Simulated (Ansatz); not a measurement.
# CH4GaNO: how energies converge with the basis set

An exercise on one series of results from a longer session: the logs are not shown, and one member is left open.

Program: Ansatz 0.2.0, Gaussian basis. Level of theory: one geometry, several basis sets. These are calculated values, not measurements.

The runs, in order: PBE0-D4/def2-SVP; ωB97M-V/def2-SVP; PBE0-D4/def2-QZVPP; ωB97M-V/def2-QZVPP; the functionals' def2-TZVPP values are taken from earlier runs.

## The relaxed structure

All runs share one geometry, relaxed beforehand with PBE0-D4 in a triple-zeta def2 set.

SMILES `N=[CH][GaH][OH]`, 8 atoms, charge 0, spin multiplicity 1.

Atoms are counted from 1 here; the program's logs count them from 0.

Bond lengths: N1–C2 1.270 Å, N1–H5 1.023 Å, C2–Ga3 1.995 Å, C2–H6 1.097 Å, Ga3–O4 1.788 Å, Ga3–H7 1.556 Å, O4–H8 0.959 Å. Angles: C2–N1–H5 112.0°, N1–C2–Ga3 125.4°, N1–C2–H6 115.0°, Ga3–C2–H6 119.5°, C2–Ga3–O4 115.7°, C2–Ga3–H7 129.8°, O4–Ga3–H7 114.5°, Ga3–O4–H8 116.7°.

The first run:

The input, in.yaml:

```yaml
crystal:
  periodic: [false, false, false]
  atoms:
    - {symbol: N, position_ang: [-1.616989, -0.877965, -0.102834]}
    - {symbol: C, position_ang: [-1.154475, 0.303185, -0.155306]}
    - {symbol: Ga, position_ang: [0.769415, 0.801194, 0.019654]}
    - {symbol: O, position_ang: [1.908590, -0.562625, 0.218795]}
    - {symbol: H, position_ang: [-0.879519, -1.571928, 0.041704]}
    - {symbol: H, position_ang: [-1.904346, 1.089232, -0.308288]}
    - {symbol: H, position_ang: [1.439801, 2.205368, 0.013768]}
    - {symbol: H, position_ang: [1.529823, -1.443459, 0.216708]}
basis:
  gaussian: {orbitals: def2-SVP}
hamiltonian: {xc: pbe0, dispersion: d4}
output: {orbitals: {seedname: orbitals}}
```

Command:

```
$ ansatz run in.yaml --threads 2 --pin off --events-out ev --progress --plain --max-ram 4352MiB
```

Among the steps run: PBE0-D4 in def2-SVP; ωB97M-V in def2-SVP; PBE0-D4 in def2-QZVPP; ωB97M-V in def2-QZVPP.

One of the session's tables, all rows but one given; the rest of the session is left out.

| functional | basis | HOMO (eV) | LUMO (eV) |
| --- | --- | --- | --- |
| PBE0-D4 | def2-SVP | -6.89 | -1.80 |
| PBE0-D4 | def2-TZVPP | ? | ? |
| PBE0-D4 | def2-QZVPP | -7.11 | -2.02 |
| ωB97M-V | def2-SVP | -9.12 | 0.17 |
| ωB97M-V | def2-TZVPP | -9.32 | -0.05 |
| ωB97M-V | def2-QZVPP | -9.36 | -0.18 |

Q: Estimate the row for PBE0-D4, def2-TZVPP from the others.

As computed: HOMO (eV): -7.07; LUMO (eV): -1.97. In the column «HOMO (eV)» it lies between PBE0-D4, def2-QZVPP (-7.11) and PBE0-D4, def2-SVP (-6.89).
